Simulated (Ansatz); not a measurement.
## HRh2 under changes of volume

One of the cells (11.401 Å³/atom); the others are scaled copies at fixed shape and fractional positions:

```
H Rh
1.0
     0.00000    2.57639    2.57639
     2.57639    0.00000    2.57639
     2.57639    2.57639    0.00000
H Rh
1 2
Direct
  0.00000 0.00000 0.00000
  0.25000 0.25000 0.25000
  0.75000 0.75000 0.75000
```

The cell was built by a generator and needn't be a form met in nature.

```yaml
Program: Ansatz 0.2.0
Functional: PBE
Potentials_or_basis: Ansatz PAW
Cutoff: "420 eV (not typed: the program's choice for these potentials)"
k_mesh: 9 × 9 × 9
Occupations: fermi-dirac, width 0.05 eV
Spin: no spin polarisation
```

| volume (Å³/atom) | energy over the lowest point (meV/atom) | pressure (GPa) |
| --- | --- | --- |
| 10.717 | 28.00 | 14.0 |
| 10.945 | 11.98 | 8.8 |
| 11.173 | 2.91 | 4.2 |
| 11.401 | 0.00 | 0.1 |
| 11.629 | ? | ? |
| 11.857 | 10.01 | -6.7 |
| 12.085 | 21.77 | -9.6 |

Problem. What does the run at 11.629 Å³/atom give?

Solution. Energy over the lowest point 2.57 meV/atom; pressure -3.5 GPa.

Worked out: A Birch-Murnaghan fit of order 3 (a polynomial in V^(-2/3)) to the other rows has its minimum at 11.40 Å³/atom with B0 = V·E''(V) = 192 GPa and B' = 4.9. It gives 2.57 meV/atom at 11.629 Å³/atom, against the run's 2.57, and -dE/dV = -3.6 GPa, against -3.5.

Energies are extrapolated to zero smearing.
